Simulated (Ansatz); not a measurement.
# C2H3ClGeO: small, medium and large basis sets

An exercise on one series of results from a longer session: the logs are not shown, and one member is left open.

The runs use Ansatz 0.2.0, Gaussian basis; one geometry, several basis sets.

Levels to be run: PBE0-D4/def2-SVP; ωB97M-V/def2-SVP; PBE0-D4/def2-QZVPP; ωB97M-V/def2-QZVPP; the functionals' def2-TZVPP values are taken from earlier runs.

## Structure used throughout

The geometry comes from an earlier relaxation with PBE0-D4 in a triple-zeta def2 set; it is a stationary point, not always the lowest conformer.

SMILES `O=[C]1[GeH2][CH]1Cl`, 8 atoms, charge 0, spin multiplicity 1.

Atoms are counted from 1 here; the program's logs count them from 0.

Bond lengths: O1–C2 1.183 Å, C2–Ge3 2.013 Å, C2–C4 1.449 Å, Ge3–C4 2.045 Å, Ge3–H6 1.532 Å, Ge3–H7 1.533 Å, C4–Cl5 1.748 Å, C4–H8 1.092 Å. Angles: O1–C2–Ge3 139.9°, O1–C2–C4 140.2°, Ge3–C2–C4 70.3°, C2–Ge3–C4 41.8°, C2–Ge3–H6 113.9°, C2–Ge3–H7 131.8°, C4–Ge3–H6 118.3°, C4–Ge3–H7 110.6°, H6–Ge3–H7 114.3°, C2–C4–Ge3 67.9°, C2–C4–Cl5 122.9°, C2–C4–H8 110.4°, Ge3–C4–Cl5 138.3°, Ge3–C4–H8 97.5°, Cl5–C4–H8 112.0°.

The first run:

File in.yaml:

```yaml
crystal:
  periodic: [false, false, false]
  atoms:
    - {symbol: O, position_ang: [-1.834917, -1.116509, 0.743220]}
    - {symbol: C, position_ang: [-0.785934, -0.774551, 0.317205]}
    - {symbol: Ge, position_ang: [0.806550, 0.333257, 0.855515]}
    - {symbol: C, position_ang: [-0.213624, -0.139696, -0.852515]}
    - {symbol: Cl, position_ang: [-1.181009, 0.671521, -2.061769]}
    - {symbol: H, position_ang: [0.441892, 1.630611, 1.583458]}
    - {symbol: H, position_ang: [2.311610, 0.120905, 0.659477]}
    - {symbol: H, position_ang: [0.547633, -0.782539, -1.300391]}
basis:
  gaussian: {orbitals: def2-SVP}
hamiltonian: {xc: pbe0, dispersion: d4}
output: {orbitals: {seedname: orbitals}}
```

Started as:

```sh
$ ansatz run in.yaml --threads 4 --pin off --events-out ev --progress --plain --max-ram 10444MiB
```

Among the steps run: PBE0-D4 in def2-SVP; ωB97M-V in def2-SVP; PBE0-D4 in def2-QZVPP; ωB97M-V in def2-QZVPP.

One table of the session follows, with a row left open; its other results are not shown here.

It belongs to the step «Density functionals: the series». 

```
functional       basis  HOMO (eV)  LUMO (eV)
   PBE0-D4    def2-SVP      -6.73      -1.83
   PBE0-D4  def2-TZVPP      -6.84      -2.00
   PBE0-D4  def2-QZVPP          ?          ?
   ωB97M-V    def2-SVP      -8.74       0.28
   ωB97M-V  def2-TZVPP      -8.88       0.04
   ωB97M-V  def2-QZVPP      -8.92      -0.10
```

Q: Estimate the row for PBE0-D4, def2-QZVPP from the others.

The run gave: HOMO (eV): -6.88; LUMO (eV): -2.06. In the column «HOMO (eV)» it lies between ωB97M-V, def2-SVP (-8.74) and PBE0-D4, def2-TZVPP (-6.84).
